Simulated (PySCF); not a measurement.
# C3H9NO3W (WN(OMe)3): the cost of one run

Programs: PySCF 2.14.0, with routines of our own; each step states its level. All values are computed. Atoms count from 0.

## 1. The system as given

17 atoms, charge 0, multiplicity 1; geometry from: GFN2-xTB.

## 2. Geometry optimisation at PBE0-D3(BJ)/def2-SVP

The job: settings as JSON, then the geometry in Å.

```
{"job": {"xc": "PBE0", "basis": "def2-SVP", "d3": "d3bj", "grid": 1, "maxiter": 30, "shake": 0.03, "kind": "geom"}, "charge": 0, "multiplicity": 1}
W      0.067040    -0.071620    -0.191350
N     -0.044690    -0.012090     1.529070
O      1.581030    -0.818440    -0.685890
C      2.850820    -1.373930    -0.026430
H      2.613110    -1.319020     1.045660
H      3.653900    -0.837650    -0.329010
H      2.867890    -2.445380    -0.299950
O     -0.049580     1.840280    -0.701660
C     -0.194730     3.091670     0.000220
H     -0.226410     2.926660     1.066480
H     -1.130580     3.578180    -0.364070
H      0.698840     3.692840    -0.309150
O     -1.588400    -0.969680    -0.747380
C     -2.609520    -1.688410    -0.088460
H     -2.468690    -1.664060     0.988100
H     -2.536200    -2.707970    -0.401440
H     -3.512360    -1.221970    -0.424490
```

Started as:

```sh
> OMP_NUM_THREADS=1 python heavy_run.py task.json out
```

One launch serves the whole session: the jobs run in the order shown.

Q: Estimate the wall time and peak memory of this first job on 1 thread of Arm Neoverse V1, shared host.

About 2.6 min, with a peak of 0.69 GiB.
